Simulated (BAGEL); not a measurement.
# HF/6-31G(d) (density fitting with cc-pvqz-jkfit, spherical functions) run of C2F4O (trifluoroacetyl fluoride)

Aim: the vertical ionisation energy of C2F4O (trifluoroacetyl fluoride) at HF/6-31G* (density fitting with cc-pvqz-jkfit, spherical functions), from 2 runs. 

Program for the calculation: BAGEL 1.2.2.

2 further runs of the same task are left out: 2 set aside as unsound or not needed.

## Step 1: Starting point

C2F4O has 7 atoms, charge 0, and is taken as a singlet. SMILES: `O=C(F)C(F)(F)F`. Geometry: relaxed at PBE0-D4/def2-TZVP.

Bond lengths: O1–C2 1.172 Å, C2–F3 1.326 Å, C2–C4 1.542 Å, C4–F5 1.330 Å, C4–F6 1.330 Å, C4–F7 1.318 Å. Angles: O1–C2–F3 124.0°, O1–C2–C4 126.4°, F3–C2–C4 109.5°, C2–C4–F5 109.8°, C2–C4–F6 109.8°, C2–C4–F7 110.2°, F5–C4–F6 108.7°, F5–C4–F7 109.1°, F6–C4–F7 109.1°.

## Step 2: A single-point energy at HF/6-31G(d) (density fitting with cc-pvqz-jkfit, spherical functions)

Contents of calc.json:

```json
{ "bagel": [

{
  "title": "molecule",
  "basis": "6-31gs.json",
  "df_basis": "cc-pvqz-jkfit",
  "angstrom": true,
  "geometry": [
    { "atom": "O", "xyz": [       1.061180,      -1.396170,       0.701140 ] },
    { "atom": "C", "xyz": [       0.088980,      -0.798110,       0.435150 ] },
    { "atom": "F", "xyz": [      -1.136840,      -1.201010,       0.739860 ] },
    { "atom": "C", "xyz": [       0.018150,       0.551850,      -0.306440 ] },
    { "atom": "F", "xyz": [      -0.697880,       0.418270,      -1.418740 ] },
    { "atom": "F", "xyz": [      -0.564330,       1.461580,       0.468830 ] },
    { "atom": "F", "xyz": [       1.230750,       0.963590,      -0.619810 ] }
  ]
},

{ "title": "hf" },

{ "title": "print", "file": "orbitals.molden", "orbitals": true }

]}
```

The basis set 6-31G* is read from a file made from the Basis Set Exchange's data (not shown).

Launch:

```console
BAGEL_NUM_THREADS=1 BAGEL calc.json > calc.out
```

Output:

```text
* using 1 threads per process

  ===============================================================
  ===============================================================

  *** Geometry ***

  { "atom" : "O", "xyz" : [      2.005340,     -2.638379,      1.324963 ] },
  { "atom" : "C", "xyz" : [      0.168148,     -1.508209,      0.822314 ] },
  { "atom" : "F", "xyz" : [     -2.148316,     -2.269580,      1.398133 ] },
  { "atom" : "C", "xyz" : [      0.034299,      1.042845,     -0.579088 ] },
  { "atom" : "F", "xyz" : [     -1.318802,      0.790416,     -2.681030 ] },
  { "atom" : "F", "xyz" : [     -1.066429,      2.761986,      0.885960 ] },
  { "atom" : "F", "xyz" : [      2.325780,      1.820921,     -1.171271 ] },

  Number of auxiliary basis functions:      742

  Since a DF basis is specified, we compute 2- and 3-index integrals:
    o Being stored without compression. Storage requirement is 0.057 GB

  Number of basis functions:       98
  Number of electrons      :       56

    * METHOD: MOLECULE                             0.95

  *** RHF ***

  === Nuclear Repulsion ===
   336.9822695523

      * DIIS with orbital gradients will be used.

  === RHF iteration (6-31gs.json) ===
      0       -547.89669309          0.02785391           0.30
      1       -548.10882020          0.02210314           0.21
      2       -548.34736991          0.00175246           0.28
      3       -548.35004798          0.00100579           0.26
      4       -548.35086229          0.00021986           0.23
      5       -548.35096142          0.00009884           0.20
      6       -548.35097978          0.00003857           0.28
      7       -548.35098223          0.00001028           0.27
      8       -548.35098237          0.00000411           0.28
      9       -548.35098239          0.00000151           0.27
     10       -548.35098239          0.00000067           0.23
     11       -548.35098239          0.00000022           0.27
     12       -548.35098239          0.00000010           0.24
     13       -548.35098239          0.00000003           0.25
     14       -548.35098239          0.00000001           0.24
     15       -548.35098239          0.00000001           0.20
    * SCF iteration converged.

    * Permanent dipole moment:
           (    0.252883,    -0.208618,     0.099056) a.u.

    * METHOD: HF                                   4.55

    * METHOD: PRINT                                0.05

  ===============================================================
```

It took 6.3 s on 1 thread of AMD EPYC 7R43 (Zen 3), shared host; peak memory 0.19 GiB.

## Step 3: The doublet cation

Contents of input.json:

```json
{ "bagel": [

{
  "title": "molecule",
  "basis": "6-31gs.json",
  "df_basis": "cc-pvqz-jkfit",
  "angstrom": true,
  "geometry": [
    { "atom": "O", "xyz": [    1.061180,   -1.396170,    0.701140 ] },
    { "atom": "C", "xyz": [    0.088980,   -0.798110,    0.435150 ] },
    { "atom": "F", "xyz": [   -1.136840,   -1.201010,    0.739860 ] },
    { "atom": "C", "xyz": [    0.018150,    0.551850,   -0.306440 ] },
    { "atom": "F", "xyz": [   -0.697880,    0.418270,   -1.418740 ] },
    { "atom": "F", "xyz": [   -0.564330,    1.461580,    0.468830 ] },
    { "atom": "F", "xyz": [    1.230750,    0.963590,   -0.619810 ] }
  ]
},
{ "title": "uhf", "charge": 1, "nopen": 1 },
{ "title": "print", "file": "orbitals.molden", "orbitals": true }

]}
```

The basis set 6-31G* is read from a file made from the Basis Set Exchange's data (not shown).

Launch:

```console
BAGEL_NUM_THREADS=1 BAGEL input.json > input.out
```

Output:

```text
* using 1 threads per process

  ===============================================================
  ===============================================================

  *** Geometry ***

  { "atom" : "O", "xyz" : [      2.005340,     -2.638379,      1.324963 ] },
  { "atom" : "C", "xyz" : [      0.168148,     -1.508209,      0.822314 ] },
  { "atom" : "F", "xyz" : [     -2.148316,     -2.269580,      1.398133 ] },
  { "atom" : "C", "xyz" : [      0.034299,      1.042845,     -0.579088 ] },
  { "atom" : "F", "xyz" : [     -1.318802,      0.790416,     -2.681030 ] },
  { "atom" : "F", "xyz" : [     -1.066429,      2.761986,      0.885960 ] },
  { "atom" : "F", "xyz" : [      2.325780,      1.820921,     -1.171271 ] },

  Number of auxiliary basis functions:      742

  Since a DF basis is specified, we compute 2- and 3-index integrals:
    o Being stored without compression. Storage requirement is 0.057 GB

  Number of basis functions:       98
  Number of electrons      :       56

    * METHOD: MOLECULE                             0.91

  *** Open-shell HF ***

  === Nuclear Repulsion ===
   336.9822695523

      * DIIS with orbital gradients will be used.

  === UHF iteration (6-31gs.json) ===
      0       -547.32509521          0.06143562           0.44
      1       -547.50503026          0.05525538           0.45
      2       -547.63972130          0.04290321           0.43
      3       -547.88631060          0.00451742           0.42
      4       -547.89853202          0.00280219           0.42
      5       -547.91075628          0.00192314           0.46
      6       -547.91758764          0.00093278           0.47
      7       -547.91827859          0.00053489           0.44
      8       -547.91882773          0.00032270           0.44
      9       -547.91901882          0.00021537           0.54
     10       -547.91912572          0.00012806           0.42
     11       -547.91915554          0.00004883           0.41
     12       -547.91915918          0.00002533           0.39
     13       -547.91916021          0.00000969           0.38
     14       -547.91916061          0.00000530           0.39
     15       -547.91916079          0.00000313           0.40
     16       -547.91916089          0.00000192           0.38
     17       -547.91916092          0.00000101           0.39
     18       -547.91916093          0.00000039           0.39
     19       -547.91916093          0.00000022           0.38
     20       -547.91916093          0.00000011           0.40
     21       -547.91916093          0.00000008           0.41
     22       -547.91916093          0.00000005           0.39
     23       -547.91916093          0.00000004           0.38
     24       -547.91916093          0.00000003           0.41
     25       -547.91916093          0.00000002           0.38
     26       -547.91916093          0.00000001           0.39
     27       -547.91916093          0.00000001           0.39
    * SCF iteration converged.

    * S^2 (UHF) is 0.7720

    * Permanent dipole moment:
           (   -0.517424,     1.504157,    -0.796493) a.u.

    * METHOD: UHF                                 11.97

    * METHOD: PRINT                                0.04

  ===============================================================
```

It took 14 s on 1 thread of AMD EPYC 7R43 (Zen 3), shared host; peak memory 0.2 GiB.

## Step 4: Results

Level: HF/6-31G* (density fitting with cc-pvqz-jkfit, spherical functions).

```
                                          quantity          value
                       singlet C2F4O: total energy  -548.35098 Eh
                      singlet C2F4O: dipole moment         0.87 D
                        singlet C2F4O: HOMO energy      -14.47 eV
                        singlet C2F4O: LUMO energy        3.04 eV
                      singlet C2F4O: HOMO–LUMO gap       17.52 eV
                      doublet cation: total energy  -547.91916 Eh
                              doublet cation: ⟨S²⟩          0.772
vertical ionisation energy (to the doublet cation)      11.750 eV
```

**Reading.** The vertical ionisation energy comes to 11.75 eV (1134 kJ/mol). −ε(HOMO) before ionisation, 14.47 eV, is 2.72 eV above this ionisation energy.
